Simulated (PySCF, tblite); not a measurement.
**C₃H₇OSSi radical: geometry, infrared bands and EPR parameters**

What infrared bands and EPR parameters should C₃H₇OSSi radical (`O[SiH]C1CSC1`) show?

Computed with tblite 0.8.0 and PySCF 2.14.0, with density-fitted response routines of our own, on a single molecule in the gas phase. Atoms count from 0, in the outputs and in this text.

### 1 Starting geometry

13 atoms, charge 0, multiplicity 2; geometry from: force field or distance geometry start.

Bonds of the start (Å): O0–Si1 1.71, Si1–C2 1.86, C2–C3 1.53, C3–S4 1.81, S4–C5 1.82, C5–C2 1.53, O0–H6 0.98, Si1–H7 1.46, C2–H8 1.09, C3–H9 1.11, C3–H10 1.11, C5–H11 1.10, C5–H12 1.11.

### 2 Optimising the geometry with GFN2-xTB

The job: settings as JSON, then the geometry in Å.

```
{"job": {"kind": "relax", "xc": "GFN2-xTB", "basis": "xTB"}, "charge": 0, "multiplicity": 2}
O      2.428600    -0.122500    -0.376200
Si     1.226000    -1.164400     0.243400
C     -0.272600    -0.158300     0.692000
C     -1.482500    -0.443900    -0.203000
S     -0.463500     0.213500    -1.546900
C     -0.220400     1.186700    -0.033000
H      2.763200     0.537600     0.265300
H      0.881600    -2.166900    -0.758300
H     -0.463600    -0.115800     1.765800
H     -2.313800     0.255700     0.013700
H     -1.757800    -1.511200    -0.292400
H      0.768300     1.646000     0.084200
H     -1.098000     1.844100     0.127700
```

On the command line:

```console
OMP_NUM_THREADS=1 python probes_run.py task.json out
```

This one command runs all jobs of the session in turn.

Output:

```text
step      E/eV     max force
  0    -515.79576    2.663
  1    -516.04792    1.288
  2    -516.17643    0.931
  3    -516.27228    1.112
  4    -516.35127    0.798
  5    -516.39265    0.493
  6    -516.42518    0.456
  7    -516.47384    0.829
  8    -516.53360    0.909
  9    -516.58120    0.583
 10    -516.61121    0.389
 11    -516.63233    0.498
 12    -516.65257    0.508
 13    -516.66930    0.407
 14    -516.67770    0.336
 15    -516.68411    0.271
 16    -516.69173    0.398
 17    -516.70025    0.377
 18    -516.70756    0.224
 19    -516.71278    0.182
 20    -516.71806    0.193
 21    -516.72375    0.248
 22    -516.72807    0.240
 23    -516.73086    0.150
 24    -516.73294    0.106
 25    -516.73505    0.119
 26    -516.73732    0.126
 27    -516.73886    0.110
 28    -516.74004    0.090
 29    -516.74119    0.102
 30    -516.74280    0.143
 31    -516.74456    0.128
 32    -516.74589    0.077
 33    -516.74674    0.075
 34    -516.74743    0.095
 35    -516.74841    0.127
 36    -516.75054    0.150
 37    -516.75339    0.131
 38    -516.75598    0.132
 39    -516.75742    0.078
 40    -516.75799    0.080
 41    -516.75852    0.080
 42    -516.75892    0.064
 43    -516.76020    0.071
 44    -516.76107    0.084
 45    -516.76301    0.105
 46    -516.76456    0.141
 47    -516.76604    0.119
 48    -516.76712    0.140
 49    -516.76863    0.116
 50    -516.77166    0.142
 51    -516.77345    0.089
 52    -516.77429    0.086
 53    -516.77511    0.107
 54    -516.77636    0.093
 55    -516.77830    0.118
 56    -516.77940    0.108
 57    -516.78086    0.108
 58    -516.78291    0.136
 59    -516.78626    0.185
 60    -516.79041    0.189
 61    -516.79454    0.168
 62    -516.79665    0.175
 63    -516.78738    0.417
 64    -516.79973    0.118
 65    -516.80079    0.115
 66    -516.80341    0.179
 67    -516.80489    0.122
 68    -516.80591    0.091
 69    -516.80698    0.078
 70    -516.80800    0.063
 71    -516.80898    0.068
 72    -516.80971    0.064
 73    -516.81016    0.117
 74    -516.81089    0.082
 75    -516.81169    0.077
 76    -516.81240    0.053
 77    -516.81296    0.063
 78    -516.81351    0.065
 79    -516.81419    0.068
 80    -516.81476    0.060
 81    -516.81508    0.046
 82    -516.81519    0.029
 83    -516.81524    0.034
 84    -516.81527    0.028
 85    -516.81534    0.019
 86    -516.81538    0.013
 87    -516.81541    0.011
 88    -516.81543    0.010
 89    -516.81545    0.011
 90    -516.81547    0.015
 91    -516.81549    0.015
 92    -516.81550    0.009
```

It took 0.58 s on 1 thread of Arm Neoverse V1, shared host.

The steps of the relaxation: (not every step is listed)

| step | energy from step 0 (eV) | largest force (eV/Å) |
| --- | --- | --- |
| 0 | 0.0000 | 2.6634 |
| 1 | -0.2522 | 1.2885 |
| 2 | -0.3807 | 0.9315 |
| 3 | -0.4765 | 1.1117 |
| 4 | -0.5555 | 0.7978 |
| 5 | -0.5969 | 0.4933 |
| 6 | -0.6294 | 0.4557 |
| 7 | -0.6781 | 0.8290 |
| 8 | -0.7378 | 0.9093 |
| 15 | -0.8884 | 0.2714 |
| 22 | -0.9323 | 0.2398 |
| 29 | -0.9454 | 0.1025 |
| 36 | -0.9548 | 0.1502 |
| 43 | -0.9644 | 0.0713 |
| 50 | -0.9759 | 0.1424 |
| 57 | -0.9851 | 0.1078 |
| 64 | -1.0040 | 0.1181 |
| 71 | -1.0132 | 0.0685 |
| 78 | -1.0177 | 0.0646 |
| 85 | -1.0196 | 0.0188 |
| 87 | -1.0197 | 0.0110 |
| 88 | -1.0197 | 0.0100 |
| 89 | -1.0197 | 0.0110 |
| 90 | -1.0197 | 0.0147 |
| 91 | -1.0197 | 0.0152 |
| 92 | -1.0197 | 0.0092 |

Distances of close pairs at the start and the end, largest changes first:

| bond | before (Å) | after (Å) | change (Å) |
| --- | --- | --- | --- |
| O0–Si1 | 1.708 | 1.636 | -0.071 |
| Si1–C2 | 1.860 | 1.909 | +0.049 |
| O0–H6 | 0.979 | 0.952 | -0.027 |
| C3–S4 | 1.810 | 1.831 | +0.021 |
| C3–H9 | 1.108 | 1.089 | -0.019 |
| C5–H12 | 1.108 | 1.089 | -0.019 |
| C3–H10 | 1.106 | 1.089 | -0.017 |
| S4–C5 | 1.816 | 1.829 | +0.013 |

The next job starts from the end point, and lists it.

### 3 Vibrational analysis with GFN2-xTB

The job: settings as JSON, then the geometry in Å.

```
{"job": {"kind": "ir", "xc": "GFN2-xTB", "basis": "xTB"}, "charge": 0, "multiplicity": 2}
O      2.611241    -0.422992     0.474778
Si     1.196690    -1.183086     0.159846
C     -0.285741    -0.019487     0.462101
C     -1.612906    -0.552877    -0.086984
S     -1.810611     0.846960    -1.250540
C     -0.238320     1.249095    -0.407016
H      2.827652    -0.020095     1.309912
H      1.391836    -1.539910    -1.235811
H     -0.383133     0.244241     1.519349
H     -2.430483    -0.591333     0.630747
H     -1.550592    -1.501537    -0.617431
H      0.584859     1.303024    -1.117300
H     -0.304882     2.188483     0.140622
```

Output:

```text
mode    cm-1     km/mol
  1     -44.4      4.22
  2      54.4      0.23
  3     137.2      2.96
  4     203.8    111.97
  5     273.6      2.22
  6     290.4     30.38
  7     500.6     26.04
  8     563.0     28.35
  9     621.4      8.19
 10     659.2     24.47
 11     736.6      6.30
 12     762.5    326.80
 13     801.1      6.78
 14     836.8      6.78
 15     873.4    186.32
 16     916.9      7.47
 17    1017.2      6.36
 18    1029.8      3.06
 19    1050.5      7.89
 20    1082.1      4.94
 21    1188.4      7.41
 22    1193.2      6.25
 23    1236.8      2.99
 24    1242.9      1.62
 25    1463.4      0.86
 26    1467.5      2.71
 27    2329.2    240.84
 28    2932.7     25.72
 29    2974.9     20.50
 30    2980.3     29.65
 31    2992.7     12.90
 32    2996.8     34.55
 33    3687.5     27.33
```

It took 0.39 s on 1 thread of Arm Neoverse V1, shared host.

The strongest bands and the atoms that carry them (share of the mass-weighted mode):

| cm⁻¹ | km/mol | atoms |
| --- | --- | --- |
| 204 | 112.0 | H6 80 % |
| 290 | 30.4 | Si1 18 %, C2 15 %, C5 15 %, O0 14 % |
| 563 | 28.4 | H7 36 %, C2 18 %, S4 14 % |
| 762 | 326.8 | H6 63 %, O0 14 %, H7 12 % |
| 873 | 186.3 | O0 50 %, Si1 38 % |
| 2329 | 240.8 | H7 97 % |
| 2980 | 29.6 | H10 59 %, H9 28 % |
| 2997 | 34.5 | H9 61 %, H10 32 % |

### 4 g tensor and hyperfine couplings: B3LYP/pcH-1

Same as in step 3 but for these lines:

```diff
@@ -1,2 +1,2 @@
-{"job": {"kind": "ir", "xc": "GFN2-xTB", "basis": "xTB"}, "charge": 0, "multiplicity": 2}
+{"job": {"kind": "epr", "basis": "pcH-1"}, "charge": 0, "multiplicity": 2}
 O      2.611241    -0.422992     0.474778
```

Level: UKS B3LYP, pcH-1 on C H O S Si, non-relativistic, mean-field spin-orbit, GIAO.

Output:

```text
UKS, coarse grid
  cycle   1  E = -881.30840161  |g| = 5.90e-01
  cycle   2  E = -881.01769255  |g| = 1.04e+00
  cycle   3  E = -881.42603595  |g| = 1.11e-01
  cycle   4  E = -881.43023461  |g| = 5.88e-02
  cycle   5  E = -881.43183290  |g| = 1.36e-02
  cycle   6  E = -881.43192189  |g| = 5.71e-03
  cycle   7  E = -881.43193581  |g| = 1.28e-03
  cycle   8  E = -881.43193726  |g| = 4.96e-04
UKS, final grid
  cycle   1  E = -881.43195768  |g| = 6.63e-04
  cycle   2  E = -881.43195744  |g| = 9.74e-04
  cycle   3  E = -881.43195789  |g| = 6.94e-05
  cycle   4  E = -881.43195790  |g| = 1.61e-05
E = -881.43195790 Eh   <S^2> = 0.7513 (exact 0.7500)
g shifts (ppm)      1          2          3
  rmc          -161       -161       -161
  gc             61         32         88
  oz_so        -303        589       1196
  total        -403        459       1123
hyperfine (MHz)  atom isotope    a_iso     a_fc   dipolar eigenvalues
    0   17O     -11.37     -11.28    -36.35     17.53     18.82
    1  29Si    -509.84    -510.77   -150.50     74.81     75.69
    2   13C      58.31      58.30     -7.63     -6.97     14.60
    3   13C      -1.23      -1.23     -0.64     -0.39      1.03
    4   33S      -0.31      -0.31     -1.06     -0.58      1.64
    5   13C      29.93      29.93     -3.12     -2.34      5.46
    6    1H      -6.08      -6.12     -9.89     -4.49     14.38
    7    1H     105.87     105.86     -7.68     -0.28      7.96
    8    1H      -1.44      -1.44     -5.30     -2.87      8.17
    9    1H       1.06       1.06     -1.50     -1.08      2.58
   10    1H       0.72       0.72     -2.84     -2.04      4.89
   11    1H       5.59       5.60     -3.03     -0.82      3.85
   12    1H       8.70       8.70     -2.07     -0.74      2.81
```

Run time: 62 s. Hardware: 1 thread of Arm Neoverse V1, shared host; peak memory 0.93 GiB.

Principal g values 2.00192, 2.00278, 2.00344; g(iso) = 2.00271, against 2.00232 for a free electron.

Mean a(iso) over the nuclei that a row names, and the largest dipolar term of the row (other rows stand at the frozen geometry):

| nuclei | isotope | a(iso) (MHz) | a(iso) (G, at g = 2.0023) | largest dipolar term (MHz) |
| --- | --- | --- | --- | --- |
| Si1 | 29Si | -509.8 | -181.9 | -150.5 |
| H7 | 1H | 105.9 | 37.8 | 8.0 |
| C2 | 13C | 58.3 | 20.8 | 14.6 |
| C3, C5 | 13C | 14.4 | 5.1 | 5.5 |
| O0 | 17O | -11.4 | -4.1 | -36.3 |
| H6 | 1H | -6.1 | -2.2 | 14.4 |
| H9, H12 | 1H | 4.9 | 1.7 | 2.8 |
| H10, H11 | 1H | 3.2 | 1.1 | 4.9 |
| H8 | 1H | -1.4 | -0.5 | 8.2 |
| S4 | 33S | -0.3 | -0.1 | 1.6 |

Mulliken spin populations:

O0 0.07; Si1 0.83; C2 0.04; C3 0.00; S4 0.01; C5 0.02; H6 0.00; H7 0.04; H8 0.00; H9 0.00; H10 0.00; H11 0.00; H12 0.01

In first order the couplings over 0.8 MHz of 1H give 72 distinct lines over 46.2 G, if the averaged nuclei exchange fast.

The fields below are evaluated on a grid from the run's orbitals.

ELF in a plane through or near 4 of the atoms.

Values, 10 rows by 14 columns:
```
0.00 0.00 0.00 0.00 0.00 0.00 0.00 0.00 0.00 0.00 0.00 0.00 0.00 0.00
0.00 0.00 0.00 0.00 0.00 0.00 0.00 0.08 0.03 0.00 0.00 0.00 0.00 0.00
0.00 0.00 0.00 0.00 0.00 0.01 0.24 0.98 0.90 0.02 0.05 0.01 0.00 0.00
0.00 0.00 0.00 0.02 0.02 0.01 0.21 0.90 0.69 0.27 0.83 0.62 0.03 0.00
0.00 0.00 0.05 0.48 0.60 0.03 0.23 0.88 0.38 0.58 0.89 0.62 0.09 0.00
0.00 0.01 0.35 0.79 0.81 0.19 0.89 0.41 0.73 0.66 0.24 0.04 0.00 0.00
0.00 0.00 0.21 0.52 0.35 0.74 0.13 0.19 0.81 0.75 0.24 0.01 0.00 0.00
0.00 0.00 0.00 0.09 0.83 0.96 0.86 0.02 0.91 0.93 0.08 0.00 0.00 0.00
0.00 0.00 0.00 0.03 0.55 0.79 0.61 0.02 0.01 0.04 0.00 0.00 0.00 0.00
0.00 0.00 0.00 0.00 0.01 0.02 0.00 0.00 0.00 0.00 0.00 0.00 0.00 0.00
```
The map spans 11.2 Å across and 9.5 Å up, centred on the molecule. Atoms in the plane (x, y in Å): O0 (-2.7, -0.1), Si1 (-1.3, -1.1), C3 (1.5, -0.7), H12 (0.5, 2.1).

log10 of the density (e/Å³) in the same plane.

Values, 10 rows by 14 columns:
```
-4.0 -4.0 -4.0 -4.0 -4.0 -4.0 -4.0 -4.0 -4.0 -4.0 -4.0 -4.0 -4.0 -4.0
-4.0 -4.0 -4.0 -4.0 -4.0 -3.9 -3.1 -2.5 -2.7 -3.4 -4.0 -4.0 -4.0 -4.0
-4.0 -4.0 -4.0 -4.0 -4.0 -2.7 -1.7 -0.7 -1.0 -2.0 -2.4 -3.0 -3.9 -4.0
-4.0 -4.0 -3.2 -2.3 -2.2 -2.1 -1.0  0.1 -0.3 -0.9 -1.1 -1.8 -2.8 -4.0
-4.0 -3.3 -1.8 -0.7 -0.6 -1.4 -0.8  0.2 -0.3 -0.4 -0.5 -1.5 -2.5 -4.0
-4.0 -2.7 -1.2  0.6  0.6 -0.4 -0.2  0.2  0.1  0.1 -0.8 -1.8 -2.9 -4.0
-4.0 -3.3 -1.8 -0.9 -0.4  1.6 -0.3 -0.8  0.0  0.1 -1.0 -2.3 -3.5 -4.0
-4.0 -4.0 -3.2 -2.1 -1.2 -0.7 -1.0 -1.7 -1.0 -1.0 -1.9 -3.1 -4.0 -4.0
-4.0 -4.0 -4.0 -2.9 -2.3 -2.0 -2.2 -2.6 -2.7 -2.7 -3.3 -4.0 -4.0 -4.0
-4.0 -4.0 -4.0 -3.5 -3.1 -3.0 -3.2 -3.8 -4.0 -4.0 -4.0 -4.0 -4.0 -4.0
```
The map spans 11.2 Å across and 9.5 Å up, centred on the molecule. Atoms in the plane (x, y in Å): O0 (-2.7, -0.1), Si1 (-1.3, -1.1), C3 (1.5, -0.7), H12 (0.5, 2.1).

On the surface of density 0.002 e/bohr³ the electrostatic potential runs, from the 1st to the 99th percentile, from -1.23 V near O0 to 2.57 V near H6.

The spin density lies nearest to Si1 65 %; H7 10 %; O0 10 %; C2 6 %.

### 5 Results

| quantity | value |
| --- | --- |
| strongest single infrared mode (GFN2-xTB) | 762 cm⁻¹, 327 km/mol |
| zero-point energy (GFN2-xTB) | 58.8 kcal/mol |
| g(iso) (B3LYP) | 2.00271 |
| ⟨S²⟩ | 0.751 (exact 0.75) |
| largest a(iso) (averaged by class) | 29Si on Si1, -509.8 MHz |
| surface potential, 1st and 99th percentile | -1.23 V and 2.57 V |

**Reading.** Relaxing lowered the energy by 1.020 eV in 92 steps; the close pair that moved most is O0–Si1, from 1.708 to 1.636 Å. The lowest mode is imaginary (44i cm⁻¹), so the xTB geometry is not a minimum. The strongest single mode, at 762 cm⁻¹, moves mainly H6. Unscaled tight-binding wavenumbers are off by several per cent, some by more. Its intensities can rank the bands wrongly. Most of the unpaired spin sits on Si1 (0.83 e). The isotropic g lies 0.4 ppt above the free-electron value.
